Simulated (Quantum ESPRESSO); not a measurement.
# Ta4NiO11: equation of state with PBE

The system is Ta4NiO11.

```
CELL_PARAMETERS angstrom
4.77089 0.00000 0.00513
0.00000 5.82454 0.00000
-1.98628 0.00000 7.25051
ATOMIC_POSITIONS crystal
Ta 0.61339 0.50000 0.76042
Ta 0.38661 0.50000 0.23958
Ta 0.16615 0.00000 0.79875
Ta 0.83385 0.00000 0.20125
Ni 0.50000 0.00000 0.50000
O 0.33278 0.79913 0.65053
O 0.66722 0.79913 0.34947
O 0.90047 0.25786 0.80718
O 0.09953 0.25786 0.19282
O 0.66722 0.20087 0.34947
O 0.33278 0.20087 0.65053
O 0.09953 0.74214 0.19282
O 0.90047 0.74214 0.80718
O 0.50000 0.50000 0.00000
O 0.50000 0.00000 0.00000
O 0.50000 0.50000 0.50000
```

The cell was built by a generator and needn't be a form met in nature.

| Property | Result |
| --- | --- |
| Program | Quantum ESPRESSO 7.5 |
| Task | equation of state |
| Functional | PBE |
| Potentials or basis | SSSP 1.3 efficiency PBE |
| Cutoff | 748 eV |
| Density cutoff | 5987 eV |
| k mesh | 4 × 4 × 3 |
| Occupations | fermi-dirac, width 0.05 eV |
| Spin | collinear spin, ferromagnetic start |
| Starting moments | [0.0, 0.0, 0.0, 0.0, 1.0, 0.0, 0.0, 0.0, 0.0, 0.0, 0.0, 0.0, 0.0, 0.0, 0.0, 0.0] μB |

```
Equilibrium volume                        : 12.62 Å³/atom
Bulk modulus at fixed shape and positions : 226 GPa
Pressure derivative of the bulk modulus   : 4.4
```

Energy against volume, from the lowest point:
```tsv
volume (Å³/atom)	energy (meV/atom)
11.840	38.43
12.092	17.01
12.344	4.50
12.596	0.00
12.848	2.71
13.100	11.87
13.352	26.83
```

All runs of the series together: 43 min on 4 threads of AMD EPYC 7R43 64-Core Processor (Zen 3) (shared host).

Caveat: the cell was scaled at fixed shape and fractional positions, which overstates the stiffness of a crystal with free parameters, most of all of layers and chains. Spin-orbit coupling is left out, which matters for the levels of Ta.
